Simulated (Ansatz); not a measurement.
# CuPt: the cost of one run

Computed with Ansatz 0.2.0 (DFT PBEsol, frozen-core PAW, scalar-relativistic unless said, unless a step's input says otherwise).

3 further runs of the same task are left out: 3 that didn't finish.

## Step 1: The system as given

It takes space group R-3m (No. 166, trigonal). The conventional cell has a = 2.725 Å, b = 2.725 Å, c = 12.733 Å, α = 90.00°, β = 90.00°, γ = 120.00°. Around Cu (site symmetry -3m) lie 6 Pt at 2.64 Å and 6 Cu at 2.72 Å. Pt (site symmetry -3m) is surrounded by 6 Cu at 2.64 Å and 6 Pt at 2.72 Å.

As a file:

```cif
data_structure
_symmetry_space_group_name_H-M 'P 1'
_symmetry_Int_Tables_number 1
_cell_length_a 4.5266
_cell_length_b 4.5266
_cell_length_c 4.5266
_cell_angle_alpha 35.030
_cell_angle_beta 35.030
_cell_angle_gamma 35.030
_cell_volume 27.29
loop_
_atom_site_label
_atom_site_type_symbol
_atom_site_fract_x
_atom_site_fract_y
_atom_site_fract_z
_atom_site_occupancy
Cu1 Cu 0.00000 0.00000 0.00000 1
Pt1 Pt 0.50000 0.50000 0.50000 1
```

Cartesian axes are those of the input's lattice vectors. The structure goes back to a database entry.

## Step 2: Cell and atoms relaxed, PAW

The input, input.yaml:

```yaml
crystal:
  lattice:
    - [1.36229697058, 0.78652252268, 4.24445499]
    - [-1.36229697058, 0.78652252268, 4.24445499]
    - [0.0, -1.57304504536, 4.24445499]
  atoms:
    - { symbol: Cu, position: [0.0, 0.0, 0.0] }
    - { symbol: Pt, position: [0.5, 0.5, 0.5] }
kpoints:
  mp_grid: { grid: [14, 14, 14] }
scf:
  occupations: { method: fermi_dirac, width: 0.1 }
hamiltonian:
  xc: pbesol
  pseudopotentials: { kind: paw }
relax:
  f_tol: 0.002
  max_steps: 80
  cell: {}
output:
  forces: true
  stress: true
```

Launch:

```console
ansatz run input.yaml --threads 1 --pin off --max-ram 3072MiB --backend cpu --events-out ev --progress --plain --runs-dir out
```

Q: Estimate wall time and peak memory on 1 thread of Intel Xeon 6975P-C (Granite Rapids), shared host.

About 20 s, with a peak of 0.52 GiB.
